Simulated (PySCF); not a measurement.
# WBr: bond curves at several levels of theory

The task here is to estimate one member of a computed series from the others.

Program: PySCF 2.14.0. Level of theory: W def2-TZVPP with ECP60, Br def2-TZVPP, scalar-relativistic core potentials. These are calculated values, not measurements.

The first run:

Settings of the job:

| Property | Result |
| --- | --- |
| atoms | W, Br |
| charge | 0 |
| basis | W def2-TZVPP with ECP60, Br def2-TZVPP |
| Hamiltonian | scalar-relativistic core potentials |
| basis functions | 104 |
| electrons treated | 49 |
| masses in u | 183.9509, 78.9183 |
| levels | PBE0, PBE, r²SCAN, MN15, BP86, TPSS, PBEsol, ωB97X, HF, MP2, SCS-MP2 |
| grid | 80 radial by 434 angular points |
| occupations | held fixed by the projection of orbital angular momentum |
| dissociation limit | W + Br, each in its ground configuration |
| starting distance in angstrom | 2.400 |
| values of 2S to try | 1, 3, 5, 7 |

Launch:

```console
$ OMP_NUM_THREADS=2 python dia.py task.json out
```

Among the steps run: Set-up; First curve: PBE0; Other states along the same grid; PBE (GGA); r²SCAN (meta-GGA); MN15 (hybrid meta-GGA); BP86 (GGA); TPSS; PBEsol (GGA); ωB97X (range-separated hybrid); UHF (mean field).

One of the session's tables, all rows but one given; the rest of the session is left out.

It belongs to the step «The curves together». Energy (eV) from each level's lowest point:

| R (Å) | UHF | UHF-MP2 | UHF-SCS-MP2 | PBE | PBEsol |
| --- | --- | --- | --- | --- | --- |
| 2.091 | 1.802 | 1.141 | 1.263 | 1.203 | 1.069 |
| 2.189 | 0.913 | 0.464 | 0.545 | 0.517 | 0.427 |
| 2.286 | 0.382 | 0.116 | 0.163 | 0.153 | 0.103 |
| 2.359 | 0.155 | 0.010 | 0.032 | 0.031 | 0.006 |
| 2.432 | 0.036 | 0.000 | 0.000 | 0.000 | 0.000 |
| 2.505 | 0.000 | 0.061 | 0.041 | 0.037 | 0.060 |
| 2.602 | 0.046 | 0.220 | 0.176 | 0.161 | 0.210 |
| 2.724 | ? | ? | ? | ? | ? |
| 2.870 | 0.485 | 0.895 | 0.796 | 0.720 | 0.825 |
| 3.064 | 0.921 | 1.451 | 1.323 | 1.178 | 1.313 |

**Question.** Estimate the row for R (Å) = 2.724.

Worked estimate for «UHF». A straight line through the neighbours (2.602, 0.046) and (2.870, 0.485) gives 0.046 + (0.485 − 0.046) × (2.724 − 2.602) / (2.870 − 2.602) = 0.246; a parabola fitted to 4 rows on both sides gives 0.219.

As computed: UHF: 0.206; UHF-MP2: 0.499; UHF-SCS-MP2: 0.428; PBE: 0.390; PBEsol: 0.467. In «UHF» the line misses by +0.040 and the parabola by +0.013.
